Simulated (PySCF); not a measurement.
**C₅H₁₀GeSi: electronic excitations**

Aim: predict the electronic excitations of C₅H₁₀GeSi (`C/C=[CH]\[GeH2][C]#C[SiH3]`).

Computed with PySCF 2.14.0, with density-fitted response routines of our own, on a single molecule in the gas phase. Atoms count from 0, in the outputs and in this text.

**1. The molecule as given**

17 atoms, charge 0, multiplicity 1; geometry from: GFN2-xTB.

Bonds of the start (Å): C0–C1 1.49, C1–C2 1.33, C2–Ge3 1.95, Ge3–C4 1.90, C4–C5 1.21, C5–Si6 1.85, C0–H7 1.09, C0–H8 1.09, C0–H9 1.09, C1–H10 1.09, C2–H11 1.08, Ge3–H12 1.50, Ge3–H13 1.51, Si6–H14 1.47, Si6–H15 1.46, Si6–H16 1.47.

**2. TDDFT and polarisability: CAM-B3LYP/def2-SVPD**

Job settings and geometry (Å):

```
{"job": {"kind": "uv", "xc": "CAM-B3LYP", "basis": "def2-SVPD", "nstates": 8, "ntriplets": 3}, "charge": 0, "multiplicity": 1}
C     -2.088941     0.832842     0.757215
C     -2.401855    -0.453865     0.078481
C     -1.750549    -0.940985    -0.968350
Ge    -0.236495    -0.104323    -1.870378
C      1.193285     0.269988    -0.671527
C      2.082813     0.510975     0.114812
Si     3.457084     0.882317     1.295479
H     -1.803732     0.647577     1.792882
H     -1.271337     1.346856     0.253814
H     -2.967616     1.477865     0.767502
H     -3.232299    -1.007405     0.506725
H     -2.065353    -1.894615    -1.374703
H      0.282959    -1.033318    -2.931553
H     -0.596821     1.198304    -2.534219
H      2.866869     1.294296     2.572975
H      4.258594    -0.331534     1.467399
H      4.266396     1.966519     0.733537
```

Method: TDDFT CAM-B3LYP/def2-SVPD, vertical, gas phase, core orbitals frozen in the response.

Command:

```
> OMP_NUM_THREADS=1 python probes_run.py task.json out
```

The driver reads the jobs from task.json and runs them one after another.

What will the session give for the following? lowest singlet (CAM-B3LYP/def2-SVPD); brightest single state of those computed; lowest triplet. Wanted: lowest singlet; brightest single state of those computed; lowest triplet.

As calculated:

```
                                quantity                        value
    lowest singlet (CAM-B3LYP/def2-SVPD)  5.75 eV (216 nm), f = 0.000
brightest single state of those computed  state 5, 6.83 eV, f = 0.317
                          lowest triplet                      4.27 eV
```

In words: The first singlet state (HOMO−1→LUMO+1 0.24, HOMO−2→LUMO+1 0.20) lies at 5.75 eV and is dark; of the 8 states computed, the strongest absorption comes from state 5 at 6.83 eV. The lowest triplet lies 1.48 eV below the lowest singlet (triplets in Tamm-Dancoff, singlets in full TDDFT).
